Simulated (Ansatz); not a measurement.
# CdFCl: the cell at several levels of theory

An exercise on one series of results from a longer session: the logs are not shown, and one member is left open.

The runs shown are made with Ansatz 0.2.0. PAW datasets, plane waves, zero pressure. The calculation is spin-unpolarised, and the structure need not be a phase that has been made.

## The cell

The sheet's in-plane cell has a = 3.139 Å, b = 3.139 Å (γ = 120.0°), and its outermost atoms lie 2.55 Å apart along the normal. Cd has 3 Cl at 2.22 Å and 3 F at 2.22 Å; F has 3 Cd at 2.22 Å; Cl has 3 Cd at 2.22 Å.

Structure file:

```
CELL_PARAMETERS angstrom
3.13878 0.00000 0.00000
-1.56939 2.71826 0.00000
0.00000 0.00000 18.00000
ATOMIC_POSITIONS crystal
Cd 0.00000 0.00000 0.50000
F 0.33333 0.66667 0.57086
Cl 0.66667 0.33333 0.42914
```
The sheet repeats along a and b alone.

The first run:

Contents of input.yaml:

```yaml
crystal:
  lattice:
    - [3.13877652, 0.0, 0.0]
    - [-1.56938826, 2.7182602031, 0.0]
    - [0.0, 0.0, 18.0]
  atoms:
    - { symbol: Cd, position: [0.0, 0.0, 0.5] }
    - { symbol: F, position: [0.3333333333, 0.6666666667, 0.5708557923] }
    - { symbol: Cl, position: [0.6666666667, 0.3333333333, 0.4291442077] }
  periodic: [true, true, false]
kpoints:
  mp_grid: { grid: [12, 12, 1] }
hamiltonian:
  xc: pbe
scf:
  occupations: { method: fermi_dirac, width: 0.02 }
relax:
  f_tol: 0.005
  cell: {}
```

Command:

```console
> ansatz run input.yaml --threads 4 --pin off --max-ram 5529MiB --backend cpu --events-out ev --progress --plain --runs-dir out
```

Among the steps run: PBE: cell and atoms; Relaxing with r2SCAN; Relaxing with PBEsol; Relaxing with LDA; Relaxing with HSE06.

One of the session's tables, all rows but one given; the rest of the session is left out.

| level | a (Å) | area (Å²/atom) |
| --- | --- | --- |
| PBE | 3.714 | 3.983 |
| r2SCAN | ? | ? |
| PBEsol | 3.640 | 3.825 |
| LDA | 3.584 | 3.708 |
| HSE06 | 3.685 | 3.919 |

Q: Estimate the row for r2SCAN from the others.

The run gave: a (Å): 3.662; area (Å²/atom): 3.871. In the column «a (Å)» it lies between PBEsol (3.640) and HSE06 (3.685).

From the start to the first minimum the area moved by +40.0 %. The area runs from LDA (least) to PBE (most), a spread of 7.4 %, or 3.6 % in length if all axes shared it alike. The meshes differ: PBE 12×12×1, r2SCAN 12×12×1, PBEsol 12×12×1, LDA 12×12×1, HSE06 6×6×1.

To keep in mind: Warnings in the runs' records: slab cell height set.
